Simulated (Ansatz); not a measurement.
**FH4N2Si radical: basis-set convergence**

An exercise on one series of results from a longer session: the logs are not shown, and one member is left open.

Program: Ansatz 0.2.0, Gaussian basis. Level of theory: one geometry, several basis sets. These are calculated values, not measurements.

Levels to be run: PBE0-D4/def2-SVP; ωB97M-V/def2-SVP; PBE0-D4/def2-QZVPP; ωB97M-V/def2-QZVPP; the functionals' def2-TZVPP values are taken from earlier runs.

## Structure used throughout

The geometry comes from an earlier relaxation with PBE0-D4 in a triple-zeta def2 set; it is a stationary point, not always the lowest conformer.

SMILES `N[Si](N)F`, 8 atoms, charge 0, spin multiplicity 2.

Atoms are counted from 1 here; the program's logs count them from 0.

Bond lengths: N1–Si2 1.712 Å, N1–H5 1.008 Å, N1–H6 1.008 Å, Si2–N3 1.701 Å, Si2–F4 1.611 Å, N3–H7 1.005 Å, N3–H8 1.009 Å. Angles: Si2–N1–H5 119.3°, Si2–N1–H6 119.1°, H5–N1–H6 111.5°, N1–Si2–N3 106.6°, N1–Si2–F4 103.4°, N3–Si2–F4 115.9°, Si2–N3–H7 121.7°, Si2–N3–H8 121.3°, H7–N3–H8 112.7°.

The first run:

in.yaml reads:

```yaml
crystal:
  periodic: [false, false, false]
  atoms:
    - {symbol: N, position_ang: [-0.814887, 1.031548, -0.359921]}
    - {symbol: Si, position_ang: [0.517196, -0.020652, -0.581303]}
    - {symbol: N, position_ang: [0.780327, -0.793311, 0.910744]}
    - {symbol: F, position_ang: [0.045291, -0.971205, -1.794021]}
    - {symbol: H, position_ang: [-1.331659, 1.348943, -1.165022]}
    - {symbol: H, position_ang: [-0.763789, 1.744723, 0.350151]}
    - {symbol: H, position_ang: [1.648595, -1.254787, 1.120505]}
    - {symbol: H, position_ang: [0.011127, -1.142260, 1.463168]}
basis:
  gaussian: {orbitals: def2-SVP}
magnetization: {spin_polarized: true, initial_magnetization: 1}
hamiltonian: {xc: pbe0, dispersion: d4}
output: {orbitals: {seedname: orbitals}}
```

Steps of the session up to this table: PBE0-D4 in def2-SVP; ωB97M-V in def2-SVP; PBE0-D4 in def2-QZVPP; ωB97M-V in def2-QZVPP.

One table of the session follows, with a row left open; its other results are not shown here.

It belongs to the step «Functionals by basis». 

```
functional       basis  HOMO (eV)  LUMO (eV)
   PBE0-D4    def2-SVP      -5.35      -1.43
   PBE0-D4  def2-TZVPP          ?          ?
   PBE0-D4  def2-QZVPP      -5.69      -1.74
   ωB97M-V    def2-SVP      -7.13       0.16
   ωB97M-V  def2-TZVPP      -7.41      -0.11
   ωB97M-V  def2-QZVPP      -7.50      -0.29
```

**Question.** Estimate the row for PBE0-D4, def2-TZVPP.

**Answer.** HOMO (eV): -5.62; LUMO (eV): -1.62. In the column «HOMO (eV)» it lies between PBE0-D4, def2-QZVPP (-5.69) and PBE0-D4, def2-SVP (-5.35).
